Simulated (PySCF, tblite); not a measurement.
# C₆H₆ClN: geometry, infrared bands and NMR shifts

What infrared bands and NMR shifts should C₆H₆ClN (`C#C[C@@H](CCl)CC#N`) show?

Programs: tblite 0.8.0 and PySCF 2.14.0, with density-fitted response routines of our own. Each step states its level of theory. These are calculated values for one molecule in the gas phase, unless marked as measured. Atoms are numbered from 0 throughout.

### 1 The starting structure

14 atoms, charge 0, multiplicity 1; geometry from: force field or distance geometry start.

Bonds of the start (Å): C0–C1 1.19, C1–C2 1.50, C2–C3 1.54, C3–Cl4 1.80, C2–C5 1.53, C5–C6 1.47, C6–N7 1.17, C0–H8 1.07, C2–H9 1.09, C3–H10 1.09, C3–H11 1.09, C5–H12 1.09, C5–H13 1.09.

### 2 Optimising the geometry with GFN2-xTB

The job: settings as JSON, then the geometry in Å.

```
{"job": {"kind": "relax", "xc": "GFN2-xTB", "basis": "xTB"}, "charge": 0, "multiplicity": 1}
C     -2.594700    -0.064600    -0.977500
C     -1.432800    -0.002000    -0.746400
C      0.032100     0.057600    -0.440700
C      0.397100     1.435400     0.148400
Cl    -0.265000     1.689400     1.800500
C      0.437500    -1.143200     0.412100
C      1.901300    -1.204700     0.564900
N      3.062000    -1.233100     0.672900
H     -3.643100    -0.109700    -1.184800
H      0.541300    -0.011800    -1.404500
H      0.022400     2.241700    -0.474100
H      1.480300     1.535900     0.231500
H      0.096900    -2.068400    -0.055100
H     -0.035900    -1.122800     1.395900
```

Run with:

```bash
$ OMP_NUM_THREADS=1 python probes_run.py task.json out
```

This one command runs all jobs of the session in turn.

**Question.** This job is followed by: GFN2-xTB harmonic vibrations, gas phase; GIAO PBE0/pcSseg-1 NMR shielding, non-relativistic, gas phase. What will the session give for the following? strongest single infrared mode (GFN2-xTB); zero-point energy (GFN2-xTB); 13C shifts against TMS (PBE0/pcSseg-1); 1H shifts against TMS (PBE0/pcSseg-1); 35Cl shifts against HCl (PBE0/pcSseg-1); 15N shifts against NH3 (PBE0/pcSseg-1).

**Answer**, as computed:

| quantity | value |
| --- | --- |
| strongest single infrared mode (GFN2-xTB) | 2413 cm⁻¹, 204 km/mol |
| zero-point energy (GFN2-xTB) | 63.0 kcal/mol |
| 13C shifts against TMS (PBE0/pcSseg-1) | 122.1, 86.1, 81.7, 53.3, 35.0, 20.5 ppm |
| 1H shifts against TMS (PBE0/pcSseg-1) | 4.09, 3.89, 3.18, 2.98, 2.46, 1.76 ppm |
| 35Cl shifts against HCl (PBE0/pcSseg-1) | 55 ppm |
| 15N shifts against NH3 (PBE0/pcSseg-1) | 303.6 ppm |

The optimisation took 48 steps and gained 0.142 eV; among the close pairs (by a distance rule), C1–C2 changed most, from 1.498 to 1.453 Å. All 36 modes are real, so the xTB geometry is a minimum. The strongest single mode, at 2413 cm⁻¹, moves mainly C6 and N7. Unscaled tight-binding wavenumbers are off by several per cent, some by more. Its intensities can rank the bands wrongly. C6 (nitrile carbon) lies farthest downfield among carbon, at 122.1 ppm; typical of a nitrile. At PBE0/pcSseg-1: The largest span, 511 ppm, is at N7, where the paramagnetic term is -375 ppm.
